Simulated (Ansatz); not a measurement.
**CH3BF2S (methylthiodifluoroborane): PBE0/def2-SVP**

What is the energy change on altering one bond length of CH3BF2S (methylthiodifluoroborane) at PBE0/def2-SVP? 

Program for the calculation: Ansatz 0.2.0.

112 further runs of the same task are left out: 112 set aside as unsound or not needed. Runs told in other sessions of the task aren't counted.

## (1) The structure to begin with

CH3BF2S has 8 atoms, charge 0, and is taken as a singlet. As SMILES, `CSB(F)F`. The coordinates come from a PBE0-D4/def2-TZVP relaxation.

Bond lengths: C1–S2 1.812 Å, S2–B3 1.791 Å, B3–F4 1.320 Å, B3–F5 1.323 Å, C1–H6 1.088 Å, C1–H7 1.089 Å, C1–H8 1.088 Å. Angles: C1–S2–B3 101.2°, S2–B3–F4 119.6°, S2–B3–F5 122.5°, F4–B3–F5 117.9°, S2–C1–H6 110.8°, S2–C1–H7 106.5°, S2–C1–H8 110.8°, H6–C1–H7 109.3°, H6–C1–H8 110.0°, H7–C1–H8 109.3°.

## (2) The energy at PBE0/def2-SVP

in.yaml

```yaml
crystal:
  periodic: [false, false, false]
  atoms:
    - {symbol: C, position_ang: [-0.803300, 0.136900, 0.921900]}
    - {symbol: S, position_ang: [0.719300, -0.779600, 0.569900]}
    - {symbol: B, position_ang: [1.068100, -0.245300, -1.103500]}
    - {symbol: F, position_ang: [2.133800, -0.711800, -1.727700]}
    - {symbol: F, position_ang: [0.295400, 0.609600, -1.753200]}
    - {symbol: H, position_ang: [-0.637500, 1.209000, 0.840300]}
    - {symbol: H, position_ang: [-1.080700, -0.107300, 1.946100]}
    - {symbol: H, position_ang: [-1.603000, -0.168600, 0.250500]}
basis:
  gaussian: {orbitals: def2-SVP}
hamiltonian: {xc: {name: PBE0}}
accuracy: high
output: {orbitals: {seedname: orbitals}}
```

On the command line:

```console
$ ansatz run in.yaml --threads 1 --pin off --max-ram 2610MiB --events-out events.jsonl --progress --plain --runs-dir runs
```

The program printed:

```text
Warning: RAYON_NUM_THREADS=1 ignored (pool sized by the plan → 1); use --threads N
Functional definition: PBE0
  name "PBE0"
  parameter a = 0.25
  parameter kappa = 0.804
  parameter beta = 0.06672455060314922
  exchange = (1 - a)*pbe_x(kappa = kappa, mu = beta*pi^2/3) + a*exact_x
  correlation = pbe_c(beta = beta)
2007 factors; integrals over basis functions are off by at most 7.5e-9 eV
mean field evaluation 1: about -18011.5259 eV, gradient 4.3e1 eV
mean field evaluation 2: about -18009.5969 eV, gradient 5.4e1 eV
mean field evaluation 4: about -18015.1187 eV, gradient 1.3e0 eV
mean field evaluation 8: about -18015.3464 eV, gradient 2.1e-1 eV
mean field evaluation 16: about -18015.3465 eV, gradient 1.5e-5 eV
mean field -18015.34651806 eV, -662.0517732983 hartree, gradient 1.8e-8 eV, S^2 0.000000; 0 other end points of the search recorded, 0 dependent functions left out
reference -18015.34652031 eV, -662.0517733808 hartree; 24, 24 occupied and 65, 65 virtual orbitals, 2007 factors
Total energy: -18015.34652031 eV, -662.0517733808 hartree
```

Wall time 7.5 s (1 thread of Arm Neoverse V1, shared host); peak memory 0.3 GiB.

## (3) The distorted shape

run.yaml

```yaml
crystal:
  periodic: [false, false, false]
  atoms:
    - symbol: C
      position_ang: [-2.082164, 0.696711, 1.670954]
    - symbol: S
      position_ang: [-0.559564, -0.219789, 1.318954]
    - symbol: B
      position_ang: [-0.210764, 0.314511, -0.354446]
    - symbol: F
      position_ang: [2.133800, -0.711800, -1.727700]
    - symbol: F
      position_ang: [-0.983464, 1.169411, -1.004146]
    - symbol: H
      position_ang: [-1.916364, 1.768811, 1.589354]
    - symbol: H
      position_ang: [-2.359564, 0.452511, 2.695154]
    - symbol: H
      position_ang: [-2.881864, 0.391211, 0.999554]
basis:
  gaussian:
    orbitals: def2-SVP
hamiltonian:
  xc: {name: PBE0}
accuracy: high
output: {orbitals: {seedname: orbitals}}
```

On the command line:

```console
$ ansatz run run.yaml --threads 1 --pin off --max-ram 2610MiB --events-out events.jsonl --progress --plain --runs-dir runs
```

The program printed, shortened:

```text
Warning: RAYON_NUM_THREADS=1 ignored (pool sized by the plan → 1); use --threads N
[... 7 set-up lines as earlier in the session ...]
1943 factors; integrals over basis functions are off by at most 5.9e-9 eV
mean field evaluation 1: about -17999.7930 eV, gradient 6.0e1 eV
mean field evaluation 2: about -17661.4161 eV, gradient 1.8e2 eV
mean field evaluation 4: about -18003.7577 eV, gradient 3.8e1 eV
mean field evaluation 8: about -18006.6025 eV, gradient 2.6e1 eV
mean field evaluation 16: about -18008.3993 eV, gradient 1.5e-2 eV
mean field evaluation 32: about -18008.3993 eV, gradient 1.2e-7 eV
mean field -18008.39932914 eV, -661.7964688145 hartree, gradient 3.2e-8 eV, S^2 0.000000; 0 other end points of the search recorded, 0 dependent functions left out
reference -18008.39933142 eV, -661.7964688983 hartree; 24, 24 occupied and 65, 65 virtual orbitals, 1943 factors
Total energy: -18008.39933142 eV, -661.7964688983 hartree
```

Wall time 7.8 s (1 thread of Arm Neoverse V1, shared host); peak memory 0.29 GiB.

## (4) Results

At PBE0/def2-SVP:

```
                                                         quantity          value
                                        first shape: total energy  -662.05177 Eh
                                         first shape: HOMO energy       -7.64 eV
                                         first shape: LUMO energy        0.52 eV
                                       first shape: HOMO–LUMO gap        8.16 eV
                                    distorted shape: total energy  -661.79647 Eh
                                     distorted shape: HOMO energy       -7.32 eV
                                     distorted shape: LUMO energy       -4.21 eV
                                   distorted shape: HOMO–LUMO gap        3.11 eV
energy change with the B3–F4 bond stretched from 1.320 to 2.905 Å       6.947 eV
```

In words: With the B3–F4 bond stretched from 1.320 to 2.905 Å the energy rises by 6.95 eV (670 kJ/mol). The first shape isn't relaxed at this level, so the change isn't measured from a minimum. A restricted reference can't describe the breaking bond well at this length.
